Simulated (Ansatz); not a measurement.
# CH7NOSi: up Jacob's ladder to CCSD(T)

Aim: compute CH7NOSi with functionals from several rungs and with coupled cluster. The yardstick is the atomisation energy at the CCSD(T) limit.

Method: functionals in def2-TZVPP, the program's frozen cores in correlated methods; program: Ansatz 0.2.0, Gaussian basis.

Plan: LDA (SPW92), PBE-D4, revPBE-D4, BLYP-D4, r2SCAN-D4, B97M-V, PBE0-D4, B3LYP-D4, r2SCANh-D4, r2SCAN0-D4, HSE06-D4, BHLYP-D4, CAM-B3LYP-D4, LC-ωPBE, ωB97X-V, ωB97M-V, B2PLYP, PBE-QIDH; CCSD(T)/def2-SVP; CCSD(T)/def2-TZVPP; MP2/def2-QZVPP; extrapolation to the limit; RPA on PBE.

## 1. The relaxed structure

An earlier PBE0-D4 in a triple-zeta def2 set relaxation fixed the geometry.

SMILES `CN[SiH2]O`, 11 atoms, charge 0, spin multiplicity 1.

Atoms are counted from 1 here; the program's logs count them from 0.

Bond lengths: C1–N2 1.446 Å, C1–H5 1.097 Å, C1–H6 1.093 Å, C1–H7 1.094 Å, N2–Si3 1.705 Å, N2–H8 1.008 Å, Si3–O4 1.652 Å, Si3–H9 1.479 Å, Si3–H10 1.489 Å, O4–H11 0.958 Å. Angles: N2–C1–H5 113.4°, N2–C1–H6 109.4°, N2–C1–H7 111.4°, H5–C1–H6 107.5°, H5–C1–H7 107.9°, H6–C1–H7 107.0°, C1–N2–Si3 125.5°, C1–N2–H8 113.7°, Si3–N2–H8 118.5°, N2–Si3–O4 118.0°, N2–Si3–H9 107.7°, N2–Si3–H10 105.4°, O4–Si3–H9 103.4°, O4–Si3–H10 108.6°, H9–Si3–H10 114.2°, Si3–O4–H11 117.8°.

## 2. LDA

This LDA is Slater exchange with PW92 correlation.

Input file in.yaml:

```yaml
crystal:
  periodic: [false, false, false]
  atoms:
    - {symbol: C, position_ang: [-1.110041, 1.070246, -0.269718]}
    - {symbol: N, position_ang: [-0.615588, -0.029206, 0.528698]}
    - {symbol: Si, position_ang: [0.973716, -0.645376, 0.489722]}
    - {symbol: O, position_ang: [1.353392, -1.734323, -0.692835]}
    - {symbol: H, position_ang: [-1.640544, 0.746958, -1.174166]}
    - {symbol: H, position_ang: [-0.270416, 1.694601, -0.586123]}
    - {symbol: H, position_ang: [-1.785675, 1.709471, 0.306974]}
    - {symbol: H, position_ang: [-1.343985, -0.602044, 0.924861]}
    - {symbol: H, position_ang: [1.190481, -1.406913, 1.739150]}
    - {symbol: H, position_ang: [1.855315, 0.544623, 0.340092]}
    - {symbol: H, position_ang: [1.458646, -1.405037, -1.586056]}
basis:
  gaussian: {orbitals: def2-TZVPP}
hamiltonian: {xc: lda}
output: {orbitals: {seedname: orbitals}}
```

Command:

```console
ansatz run in.yaml --threads 2 --pin off --events-out ev --progress --plain --max-ram 4352MiB
```

After this run come: PBE-D4 (GGA); revPBE-D4 (GGA); BLYP-D4 (GGA); r2SCAN-D4 (meta-GGA); B97M-V (meta-GGA); B3LYP-D4 (hybrid); r2SCANh-D4 (hybrid); r2SCAN0-D4 (hybrid); HSE06-D4 (hybrid); BHLYP-D4 (hybrid); CAM-B3LYP-D4 (range-separated); LC-ωPBE (range-separated); ωB97X-V (range-separated); ωB97M-V (range-separated); B2PLYP (double hybrid); PBE-QIDH (double hybrid); CCSD(T) in def2-SVP; CCSD(T) in def2-TZVPP; MP2 in def2-QZVPP; RPA on PBE orbitals.

Before running them: what should the planned runs give, taken together? Wanted: atomisation energy, CCSD(T)/CBS; farthest beyond LDA; mean size of error, GGA; mean size of error, meta-GGA; mean size of error, hybrid; mean size of error, range-separated; mean size of error, double hybrid; gap, smallest and largest; T1 diagnostic.

**Answer**, as computed:

| quantity | value |
| --- | --- |
| atomisation energy, CCSD(T)/CBS | 41.150 eV |
| functionals within 0.206 eV (0.5 %) | BLYP-D4, B97M-V, B3LYP-D4, CAM-B3LYP-D4, ωB97X-V, ωB97M-V |
| farthest beyond LDA | BHLYP-D4 (-1.168 eV) |
| mean size of error, GGA | 0.366 eV |
| mean size of error, meta-GGA | 0.212 eV |
| mean size of error, hybrid | 0.548 eV |
| mean size of error, range-separated | 0.162 eV |
| mean size of error, double hybrid | 0.567 eV |
| gap, smallest and largest | 5.27 eV (BLYP-D4), 12.50 eV (LC-ωPBE) |
| T1 diagnostic | 0.0107 |
| triples share of the correlation energy | 3.4 % |

LDA overbinds by 5.404 eV (13 %). PBE-D4 misses by +0.275 eV. Double hybrids carry the basis error of their MP2 part in triple zeta, and no dispersion term here, so their miss is partly the set-up's. Taken by rung, range-separated functionals do best (0.162 eV on average) and double hybrid ones worst beyond LDA (0.567 eV). The gap between the best rungs is small, so their order is not settled. The reference freezes the cores and leaves out relativity and excitations past (T), so misses under about 0.206 eV can't be ranked. Hartree-Fock recovers 72 % of the binding; the rest is correlation. CCSD(T) in def2-SVP is off by -2.931 eV, which most functionals beat. The gap grows from 5.3 to 12.5 eV across the functionals, mostly with the share of exact exchange.
